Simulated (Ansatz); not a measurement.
# NbRu3C: further runs on a relaxed guess

This session takes a relaxed cell of NbRu3C and sets out to see whether it has a gap, which orbitals make up the states near it and how charge is shared.

Program: Ansatz 0.2.0. Level of theory: DFT PBE, scalar-relativistic, plane waves, PAW. These are calculated values, not measurements.

**1. The structure to begin with**

It takes space group P-6m2 (No. 187, hexagonal). The conventional cell has a = 5.396 Å, b = 5.396 Å, c = 2.772 Å, α = 90.00°, β = 90.00°, γ = 120.00°. Nb (site symmetry -6m2) has 6 Ru at 2.70 Å and 2 Nb at 2.77 Å as nearest neighbours. Around Ru (site symmetry mm2) lie 2 C at 2.10 Å. C (site symmetry -6m2) is surrounded by 6 Ru at 2.10 Å.

As a file:

```
CELL_PARAMETERS angstrom
5.39613 0.00000 0.00000
-2.69806 4.67319 0.00000
0.00000 0.00000 2.77164
ATOMIC_POSITIONS crystal
Nb 0.66667 0.33333 0.50000
Ru 0.16412 0.83588 0.50000
Ru 0.16412 0.32824 0.50000
Ru 0.67176 0.83588 0.50000
C 0.33333 0.66667 0.00000
```

It is the end of an earlier relaxation with the same method, from a generated guess; it is a trial structure. At a tolerance of 0.05 Å it has space group P-6m2 (No. 187); it has 13.98 Å³/atom, an uncorrected energy of +0.49 eV/atom over the elements.

**2. Bands, states and charges**

input.yaml

```yaml
crystal:
  lattice:
    - [5.3961299705, 0.0, 0.0]
    - [-2.6980649853, 4.6731856366, 0.0]
    - [0.0, 0.0, 2.7716365717]
  atoms:
    - { symbol: Nb, position: [0.6666666667, 0.3333333333, 0.5] }
    - { symbol: Ru, position: [0.1641212568, 0.8358787432, 0.5] }
    - { symbol: Ru, position: [0.1641212568, 0.3282425136, 0.5] }
    - { symbol: Ru, position: [0.6717574864, 0.8358787432, 0.5] }
    - { symbol: C, position: [0.3333333333, 0.6666666667, 0.0] }
basis:
  ecutwfc: 420
kpoints:
  mp_grid: { grid: [12, 12, 14] }
  band_path:
    path:
      - [[0.0, 0.0, 0.0], [0.5, 0.0, 0.0], [0.33333333, 0.33333333, 0.0], [0.0, 0.0, 0.0], [0.0, 0.0, 0.5], [0.5, 0.0, 0.5], [0.33333333, 0.33333333, 0.5], [0.0, 0.0, 0.5]]
      - [[0.5, 0.0, 0.5], [0.5, 0.0, 0.0]]
      - [[0.33333333, 0.33333333, 0.5], [0.33333333, 0.33333333, 0.0]]
    npoints: 14
hamiltonian:
  xc: pbe
scf:
  occupations: { method: gaussian, width: 0.1 }
  n_extra_bands: 12
output:
  forces: true
  stress: true
  eigenvalues: true
  populations: true
  dos: { projected: true, de: 0.02, nscf_kmesh: { grid: [15, 15, 17] } }
  bader: true
  write_density: true
  write_potential: true
  elf: true
  volumetric_format: npy
```

Run with:

```sh
ansatz run input.yaml --threads 1 --pin off --max-ram 2560MiB --backend cpu --events-out ev --progress --plain --runs-dir out
```

What it wrote:

```text
Warning: RAYON_NUM_THREADS=1 ignored (pool sized by the plan → 1); use --threads N
scf.n_extra_bands = 12 over 33 filled bands (N_el = 65.0): the run solves 45 bands
Engine: ansatz 0.2.0, x86_64-unknown-linux-gnu
Pseudopotentials: kind: paw
Pseudopotential: Nb, paw, valence charge 13, recommended cutoff 420 eV (normal), Nb.paw.azcp
Pseudopotential: Ru, paw, valence charge 16, recommended cutoff 420 eV (normal), Ru.paw.azcp
Pseudopotential: C, paw, valence charge 4, recommended cutoff 420 eV (normal), C.paw.azcp
Functional definition: PBE
  parameter kappa = 0.804
  parameter beta = 0.06672455060314922
  exchange = pbe_x(kappa = kappa, mu = beta*pi^2/3)
  correlation = pbe_c(beta = beta)
Crystal: 5 atoms, lattice volume = 69.893 Å³
Basis set: ecut = 420 eV, 1359 PW (Γ), exchange–correlation on 80×80×40 points (8 copies of the dense FFT grid, shifted against one another)
Bands: 45, of which v1, the nominal top of the filled ones, is band 33 counted from 1 (32 counted from 0)
Symmetry: 12 space group operations
Space group: P-6m2 (ITA 187), of the structure as read, at distance tolerance 4.1e-5 Å
k-points: 152 of 2016 (time reversal used)
Non-local potential: Nb, projectors of the file, l = 0: 3, l = 1: 2, l = 2: 2, l = 3: 1
Non-local potential: Ru, projectors of the file, l = 0: 3, l = 1: 2, l = 2: 2, l = 3: 1
Non-local potential: C, projectors of the file, l = 0: 2, l = 1: 2, l = 2: 1
PAW form: soft (Blöchl's): semilocal exchange-correlation on the pseudo side does not see the compensation charge
PAW one-centre angular grid: Nb, 590 points (default); XC on 64 Gauss nodes
PAW one-centre angular grid: Ru, 590 points (default); XC on 64 Gauss nodes
PAW one-centre angular grid: C, 110 points (default); XC on 64 Gauss nodes
Initial density: superposition of atomic densities (neutral atoms: chi_scale 0, normalization atom), corrected by the library's trained network
Initial wavefunctions: pseudopotential atomic-orbital guess
Functional: x = pbe(κ = 0.804, μ = 0.2195149727645171), c = pbe(β = 0.06672455060314922)
SCF iter   1: F=—  HF=-22436.845554 eV  |F-HF|=—  |Δ(HF+E_count)|=         —  Δρ=8.92e-3  dr2=3.36e-2  ethr=1.77e-3  ⟨swp⟩=5.7  Hψ=25240  notcnv=0  defer=129
preconditioner: auto → Kerker (q_TF=auto, 2.695 Å⁻¹)  [metal: Δε(μ)=0.005 eV  Ē_g=7.473 eV  σ=0.100 eV  W_gap=0.03  n_scr=32 (ndim 8)  ℏωp=25.5 eV  f_vac=0.000  D(μ)=4.00/eV (n_scr^D=32)]
SCF iter   2: F=—  HF=-22436.845637 eV  |F-HF|=—  |Δ(HF+E_count)|=   8.20e-5  Δρ=4.97e-3  dr2=1.10e-2  ethr=5.17e-5  ⟨swp⟩=1.8  Hψ=8684  notcnv=0  defer=154
SCF iter   3: F=—  HF=-22436.845052 eV  |F-HF|=—  |Δ(HF+E_count)|=   5.84e-4  Δρ=5.17e-4  dr2=1.32e-4  ethr=1.69e-5  ⟨swp⟩=1.9  Hψ=9633  notcnv=0  defer=154
SCF iter   4: F=—  HF=-22436.845049 eV  |F-HF|=—  |Δ(HF+E_count)|=   3.54e-6  Δρ=1.40e-4  dr2=1.62e-5  ethr=2.03e-7  ⟨swp⟩=2.3  Hψ=9332  notcnv=0  defer=154
SCF iter   5: F=—  HF=-22436.845076 eV  |F-HF|=—  |Δ(HF+E_count)|=   2.73e-5  Δρ=4.26e-5  dr2=1.72e-6  ethr=2.49e-8  ⟨swp⟩=2.2  Hψ=8186  notcnv=0  defer=154
SCF iter   6: F=—  HF=-22436.845076 eV  |F-HF|=—  |Δ(HF+E_count)|=   1.03e-7  Δρ=1.26e-5  dr2=1.55e-7  ethr=2.64e-9  ⟨swp⟩=2.1  Hψ=9334  notcnv=0  defer=154
SCF iter   7: F=-22436.845076 eV  HF=-22436.845076 eV  |F-HF|=5.16e-9  |Δ(HF+E_count)|=   2.34e-8  Δρ=2.67e-6  dr2=8.79e-9  ethr=1.54e-10  ⟨swp⟩=12.8  Hψ=39425  notcnv=0
SCF 1 converged in 7 iterations: F = -22436.845076 eV  dr2 = 8.79e-9
NSCF: frozen V_eff on 129 k-points
NSCF: frozen V_eff on 243 k-points
SCF converged after 7 iterations
Free energy (F): -22436.845076 eV
Harris-Foulkes:  -22436.845076 eV  (|F-HF|=5.16e-9)
Internal energy: -22436.824923 eV  (E = F + TS)
E sigma→0 (E₀):  -22436.835000 eV
Entropy (-TS):   -0.020153 eV (-4.031 meV/atom)
Fermi energy:    19.231846 eV
--- Per-component energies (eV) ---
  E_band       = -368.697556
  E_kinetic    = 2027.337663
  E_local      = -5404.378140  (includes V_loc(G=0)·N_el)
  E_nonlocal   = 1179.448585
  E_hartree    = 1799.262621
  E_xc         = -793.998374
  E_vxc        = -988.566036  (∫ρ·V_xc dr)
  E_paw        = -13555.952388  (= ΣΔE_a)
  E_vpaw       = -781.064188  (= ΣTr[D̂ρ^β])
  E_aug_tail   = -0.000542  (compensation charges beyond the density's cutoff)
  E_ewald      = -7688.544348
  E_smearing   = -0.020153  (= −TS)
  E_closure    = 0.000000  (closes the sum)
  Σ components = -22436.845076   (vs F -22436.845076, Δ=0.00e0)
--- Forces (eV/Å), atoms counted from 1 ---
  atom   1  Nb     0.00000000    -0.00000000     0.00000000
  atom   2  Ru     0.00069168    -0.00039934     0.00000000
  atom   3  Ru    -0.00000000     0.00079868     0.00000000
  atom   4  Ru    -0.00069168    -0.00039934     0.00000000
  atom   5  C      0.00000000    -0.00000000     0.00000000
  max |Σ_I F_I| component: 2.55e-17 eV/Å
--- Stress (GPa, compression-positive) ---
        0.012765       0.000000       0.000000
        0.000000       0.012765       0.000000
        0.000000       0.000000      -0.004995
  P = ⅓ Tr σ = 0.0068 GPa (0.068 kbar)
--- Band table (eV; the first three rows and the last of 152) ---
  k-point 0: bands = ["-53.4614", "-53.3737", "-53.3737", "-36.0375", "-23.9942", "-23.5784", "-23.5784", "-23.2859", "-23.2043", "-23.2043", "-23.1891", "-23.1891", "-23.1444", "-12.0971", "-12.0971", "-11.4952", "6.6451", "12.9236", "12.9236", "13.4713", "14.4304", "14.6530", "14.8517", "14.8517", "16.2701", "17.0603", "17.0603", "17.2452", "17.8919", "17.8919", "19.2295", "19.2295", "19.6919", "19.6919", "19.7790", "21.1196", "22.0813", "22.0813", "22.6329", "22.6329", "23.5438", "23.8997", "23.8997", "27.2211", "29.5157"]
  k-point 1: bands = ["-53.4594", "-53.3717", "-53.3717", "-36.0304", "-23.9910", "-23.5758", "-23.5758", "-23.3082", "-23.2251", "-23.2251", "-23.1870", "-23.1870", "-23.1426", "-12.0904", "-12.0904", "-11.5563", "6.6989", "12.9960", "12.9960", "13.5433", "14.0097", "14.8375", "14.9094", "14.9094", "16.5895", "17.0137", "17.0137", "17.4827", "17.4827", "17.5091", "19.4688", "19.4688", "19.6740", "19.8257", "19.8257", "21.1256", "22.0490", "22.0490", "22.5539", "22.5539", "23.3217", "24.0386", "24.0386", "27.3479", "29.5810"]
  k-point 2: bands = ["-53.4536", "-53.3662", "-53.3662", "-36.0104", "-23.9821", "-23.5687", "-23.5687", "-23.3702", "-23.2829", "-23.2829", "-23.1816", "-23.1816", "-23.1376", "-12.0719", "-12.0719", "-11.7250", "6.8471", "13.1810", "13.1810", "13.3399", "13.7385", "15.0078", "15.0078", "15.1282", "16.6164", "16.6164", "17.3102", "17.3372", "17.3372", "18.1738", "19.0567", "19.0567", "19.3938", "20.6890", "20.6890", "21.1422", "21.7997", "21.7997", "22.5893", "22.5893", "22.8196", "24.2939", "24.2939", "27.5793", "29.7411"]
  k-point 151: bands = ["-53.3831", "-53.3709", "-53.3339", "-35.8944", "-23.6717", "-23.6668", "-23.6506", "-23.6215", "-23.6137", "-23.3750", "-23.2863", "-23.2371", "-23.2154", "-12.6517", "-12.0002", "-11.9992", "7.6740", "12.4215", "13.3618", "13.7153", "15.3629", "15.6290", "15.9910", "16.2267", "16.3236", "16.9712", "17.0618", "17.2129", "17.6192", "17.8359", "18.5519", "18.6830", "19.9590", "20.1088", "21.0025", "21.2076", "21.3871", "21.8301", "21.8940", "22.3590", "24.7196", "25.1600", "27.0820", "28.1422", "28.5680"]
--- Löwdin populations: 5 sites ---
  site symbol       q [e]
     0     Nb     12.7862
     1     Ru     15.8060
     2     Ru     15.8060
     3     Ru     15.8060
     4      C      4.5253
  spilling = 0.004163 (of n_electrons = 65.000000)
--- Bader charges: 5 sites ---
  site symbol  charge [e]  shift [e]
     0     Nb      0.9142     0.0005
     1     Ru     -0.0508     0.0014
     2     Ru     -0.0508     0.0014
     3     Ru     -0.0508     0.0014
     4      C     -0.7617     0.0048
  estimated error of the sums over rays = 6.7e-4 e
```

It took 3.3 min on 1 thread of Intel Xeon at 2.70GHz, shared host; peak memory 0.77 GiB.

By site:

```
atom  Löwdin electrons  Bader charge (e)  Bader volume (Å³)
 Nb1             12.79             +0.91               15.3
 Ru2             15.81             -0.05               15.6
 Ru3             15.81             -0.05               15.6
 Ru4             15.81             -0.05               15.6
  C5              4.53             -0.76                7.8
```

The Löwdin counts miss 0.27 of the 65 electrons, which the atomic orbitals do not span, so they are no charges.

bands.tsv at the labelled points (eV, zero at the Fermi level; the bands nearest the Fermi level):

```tsv
point	band 29	band 30	band 31	band 32	band 33	band 34	band 35	band 36
Γ	-1.34	-1.34	0.00	0.00	0.46	0.46	0.55	1.89
M	-1.63	-1.07	-0.89	-0.64	-0.54	-0.29	0.54	0.90
K	-2.45	-1.17	-0.67	-0.48	-0.27	-0.14	0.10	1.29
Γ	-1.34	-1.34	0.00	0.00	0.46	0.46	0.55	1.89
A	-1.19	0.25	0.80	0.80	2.00	2.03	2.03	2.04
L	-1.44	-1.38	-0.32	0.24	0.29	0.41	1.56	1.93
H	-1.61	-1.40	-0.68	-0.55	0.73	0.88	1.77	1.98
A	-1.19	0.25	0.80	0.80	2.00	2.03	2.03	2.04
L	-1.44	-1.38	-0.32	0.24	0.29	0.41	1.56	1.93
M	-1.63	-1.07	-0.89	-0.64	-0.54	-0.29	0.54	0.90
H	-1.61	-1.40	-0.68	-0.55	0.73	0.88	1.77	1.98
K	-2.45	-1.17	-0.67	-0.48	-0.27	-0.14	0.10	1.29
```

Counts of states by energy window (eV from the Fermi level), total and by projection:

| from | to | total | Nb 4d | Ru 5s | Ru 4d | C 2p |
| --- | --- | --- | --- | --- | --- | --- |
| -7 | -6 | 1.78 | 0.05 | 0.21 | 0.73 | 0.68 |
| -6 | -5 | 3.71 | 0.21 | 0.18 | 1.83 | 1.33 |
| -5 | -4 | 2.84 | 0.32 | 0.16 | 1.94 | 0.20 |
| -4 | -3 | 5.77 | 0.81 | 0.30 | 4.30 | 0.14 |
| -3 | -2 | 6.04 | 1.14 | 0.28 | 4.08 | 0.27 |
| -2 | -1 | 5.00 | 0.82 | 0.19 | 3.72 | 0.14 |
| -1 | 0 | 5.54 | 0.68 | 0.14 | 4.36 | 0.17 |
| 0 | 1 | 4.24 | 1.27 | 0.13 | 2.37 | 0.16 |
| 1 | 2 | 3.76 | 1.69 | 0.12 | 1.53 | 0.17 |
| 2 | 3 | 4.23 | 1.56 | 0.17 | 1.69 | 0.46 |
| 3 | 4 | 3.01 | 0.76 | 0.17 | 1.15 | 0.53 |
| 4 | 5 | 2.30 | 0.19 | 0.18 | 0.74 | 0.59 |
| 5 | 6 | 2.11 | 0.14 | 0.46 | 0.45 | 0.41 |

Below -7 eV lie 34 or so more states.

Density in a lattice plane of the grid's cell (edges 5.40 and 5.40 Å, at 0.500 of the third edge), which holds Nb and Ru.

Ten even steps from ' ' (0.30 e/Å³) to '@' (10.08 e/Å³):
```
      ::==++++--..            ::==++++--..      
  ..--**%%%%##==..          ::++%%%%##++::      
  ::**@@@@@@##--          ::++%%@@@@##==..      
..==##@@@@##==..        ..==##@@@@%%++::        
..==**##**==..          ..==**####==::          
..::----::..            ..::----::..            
  ....                      ....                
                                                
                                                
          ......                  ......        
      ..--====--..            ..------::..      
    ::++##%%##==..          ::========--..      
  ::**%%@@@@##--..        ::==========::..      
..==##@@@@%%++::        ..--========--..        
..==##%%##==::          ..--======--..          
..--====--..            ..::::::::..            
  ......                                        
                                                
                                                
          ......                  ......        
```
Columns run along the first of these edges and rows up along the second, over one cell in 24 and 20 even steps from the bottom left corner. Atoms in the plane (fractional): Nb at (0.67, 0.33), Ru at (0.16, 0.84), Ru at (0.16, 0.33), Ru at (0.67, 0.84).

ELF in the same plane.

Ten even steps from '0' (0.16) to '9' (0.78):
```
323677775212223577775323
247765775111136765785223
367413773011257502774222
476336740000377425752222
577777410001478777522222
577753000000367764222222
343210000000134432222222
211110000001112221111122
222100000012222111221112
221124432112211257775212
212578874212114899997312
236776775221159976897312
367524774221489502896212
576326752212698217973122
577777522213799889731222
477764222213699986212212
344322233211356521123221
222222222211111112222222
333222222222112222222223
432235554222222245553223
```
Columns run along the first of these edges and rows up along the second, over one cell in 24 and 20 even steps from the bottom left corner. Atoms in the plane (fractional): Nb at (0.67, 0.33), Ru at (0.16, 0.84), Ru at (0.16, 0.33), Ru at (0.67, 0.84).

Both are smooth fields of the valence electrons: close to the nuclei they are not physical.

Outside the cores ELF peaks at 0.77 in the shell around C, 0.7 Å from C; 0.76 beside C, off the lines to its neighbours, 0.7 Å from C; 0.48 on the Nb–Nb line, 1.4 Å from Nb.

**3. Variant: occupations.method cold, occupations.width 0.15**

input.yaml

```yaml
crystal:
  lattice:
    - [5.3961299705, 0.0, 0.0]
    - [-2.6980649853, 4.6731856366, 0.0]
    - [0.0, 0.0, 2.7716365717]
  atoms:
    - { symbol: Nb, position: [0.6666666667, 0.3333333333, 0.5] }
    - { symbol: Ru, position: [0.1641212568, 0.8358787432, 0.5] }
    - { symbol: Ru, position: [0.1641212568, 0.3282425136, 0.5] }
    - { symbol: Ru, position: [0.6717574864, 0.8358787432, 0.5] }
    - { symbol: C, position: [0.3333333333, 0.6666666667, 0.0] }
basis:
  ecutwfc: 420
kpoints:
  mp_grid: { grid: [12, 12, 14] }
hamiltonian:
  xc: pbe
scf:
  occupations: { method: cold, width: 0.15 }
output:
  forces: true
  eigenvalues: true
  stress: true
```

Run with:

```sh
ansatz run input.yaml --threads 1 --pin off --max-ram 2560MiB --backend cpu --events-out ev --progress --plain --runs-dir out
```

What it wrote, cut to the lines that bear on the results:

```text
Warning: RAYON_NUM_THREADS=1 ignored (pool sized by the plan → 1); use --threads N
[...]
Pseudopotentials: kind: paw
Pseudopotential: Nb, paw, valence charge 13, recommended cutoff 420 eV (normal), Nb.paw.azcp
Pseudopotential: Ru, paw, valence charge 16, recommended cutoff 420 eV (normal), Ru.paw.azcp
Pseudopotential: C, paw, valence charge 4, recommended cutoff 420 eV (normal), C.paw.azcp
Functional definition: PBE
[...]
Crystal: 5 atoms, lattice volume = 69.893 Å³
Basis set: ecut = 420 eV, 1359 PW (Γ), exchange–correlation on 80×80×40 points (8 copies of the dense FFT grid, shifted against one another)
Bands: 39, of which v1, the nominal top of the filled ones, is band 33 counted from 1 (32 counted from 0)
Symmetry: 12 space group operations
Space group: P-6m2 (ITA 187), of the structure as read, at distance tolerance 4.1e-5 Å
k-points: 152 of 2016 (time reversal used)
[...]
SCF converged after 7 iterations
Stability not checked: this state was not tested for a lower state beside it, because cold or Methfessel-Paxton smearing, or corrected tetrahedra, fill the levels in a way that the test cannot read (fill_not_monotonic; see scf.lower_state_search)
Free energy (F): -22436.836089 eV
[...]
E sigma→0 (E₀):  -22436.838003 eV
Entropy (-TS):   0.005742 eV (1.148 meV/atom)
Fermi energy:    19.223537 eV
[...]
--- Forces (eV/Å), atoms counted from 1 ---
  atom   1  Nb     0.00000000     0.00000000     0.00000000
  atom   2  Ru     0.00108836    -0.00062837     0.00000000
  atom   3  Ru    -0.00000000     0.00125673     0.00000000
  atom   4  Ru    -0.00108836    -0.00062837     0.00000000
  atom   5  C      0.00000000    -0.00000000     0.00000000
[...]
--- Stress (GPa, compression-positive) ---
       -0.017048       0.000000       0.000000
        0.000000      -0.017048       0.000000
        0.000000       0.000000      -0.067675
  P = ⅓ Tr σ = -0.0339 GPa (-0.339 kbar)
--- Band table (eV; the first three rows and the last of 152) ---
[...]
```

Run time: 42 s. Hardware: 1 thread of Intel Xeon at 2.70GHz, shared host; peak memory 0.57 GiB.

```
    run     ending        energy change  pressure (GPa)  gap (eV)  force (eV/Å)  cycles     time
 step 2  converged                    0             0.0      0.00          0.00       7  3.3 min
variant  converged  -0.6 meV/atom (σ→0)             0.0      0.00          0.00       7     42 s
```

Changing the smearing moves the energy by -0.6 meV/atom (σ→0 values).

**4. Outcome**

```
                 quantity                          value
                      gap                   none (metal)
states at the Fermi level           4.05 per eV per cell
            Bader charges  Nb +0.91, Ru -0.05, C -0.76 e
```

In words: There is no gap at this level. Of the projected weight within 0.25 eV of the Fermi level, the largest part is Ru 4d (70 %) and Nb 4d (20 %). Charge transfer between the atoms is moderate (Bader charges up to 0.9 e).
